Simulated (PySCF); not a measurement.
# C9H6CrO3: the cost of one run

The runs use PySCF 2.14.0, with density-fitted response routines of our own; the level of theory stands in each step. All values are computed, except where a source is named. Atoms count from 0, in the outputs and in this text.

### 1 The molecule as given

19 atoms, charge 0, multiplicity 1; geometry from: GFN2-xTB.

Bonds of the start (Å): C0–O1 1.16, C2–O3 1.15, C4–O5 1.15, C7–C8 1.40, C8–C9 1.41, C9–C10 1.40, C10–C11 1.41, C11–C12 1.39, C12–C7 1.41, C7–H13 1.08, C8–H14 1.08, C9–H15 1.08, C10–H16 1.08, C11–H17 1.08, C12–H18 1.08.

### 2 Optimising the geometry at PBE0-D3(BJ)/def2-SVP

What the job is given:

```
{"job": {"xc": "PBE0", "basis": "def2-SVP", "d3": "d3bj", "grid": 1, "kind": "geom"}, "charge": 0, "multiplicity": 1}
C      0.787350    -0.984480     1.862710
O      1.714950    -0.687250     1.227240
C      0.277560    -1.529300    -1.007730
O      0.371940    -2.399250    -1.760560
C     -1.300570    -1.219510     0.573840
O     -2.133270    -1.984100     0.809440
Cr     0.034210    -0.085770     0.081260
C      0.301850     1.978890     1.010560
C     -1.022480     1.845310     0.585280
C     -1.308260     1.558410    -0.763710
C     -0.261730     1.306660    -1.657170
C      1.077640     1.463360    -1.230350
C      1.351460     1.830230     0.081180
H      0.523160     2.287720     2.026080
H     -1.834470     2.058680     1.269760
H     -2.335940     1.563810    -1.109390
H     -0.471860     1.132710    -2.704880
H      1.879680     1.354830    -1.947450
H      2.368890     2.043890     0.389670
```

Q: Estimate the wall time of this first job on 8 threads of Arm Neoverse V1, shared host.

About 3.6 min.
